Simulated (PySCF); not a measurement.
# C8H5Cl: the cost of one run

Computed with PySCF 2.14.0 and routines of our own; the level stands in each step. Atoms count from 0.

## Step 1: The system as given

14 atoms, charge 0, multiplicity 1; geometry from: GFN2-xTB.

## Step 2: Relaxing the molecule at B3LYP/def2-SV(P)

Job settings and geometry (Å):

```
{"job": {"xc": "B3LYP", "basis": "def2-SV(P)", "grid": 1, "kind": "geom"}, "charge": 0, "multiplicity": 1}
C      3.302759    -0.271250     0.163375
C      2.107047    -0.185865     0.102383
C      0.697750    -0.086735     0.031532
C     -0.083595    -1.232933    -0.118240
C     -1.459695    -1.139216    -0.189486
C     -2.076557     0.099608    -0.111746
C     -1.318146     1.248280     0.038412
C      0.060689     1.154823     0.106989
Cl     1.009140     2.590624     0.288104
H      4.347930    -0.343315     0.216835
H      0.407587    -2.192736    -0.177149
H     -2.053527    -2.033036    -0.307077
H     -3.151732     0.175067    -0.166920
H     -1.790329     2.216211     0.100822
```

The run is started by

```bash
> OMP_NUM_THREADS=1 python excited_run.py task.json out
```

This one command runs all jobs of the session in turn.

Q: Estimate the wall time and peak memory of this first job on 1 thread of Arm Neoverse V2, shared host.

About 38 s, with a peak of 0.61 GiB.
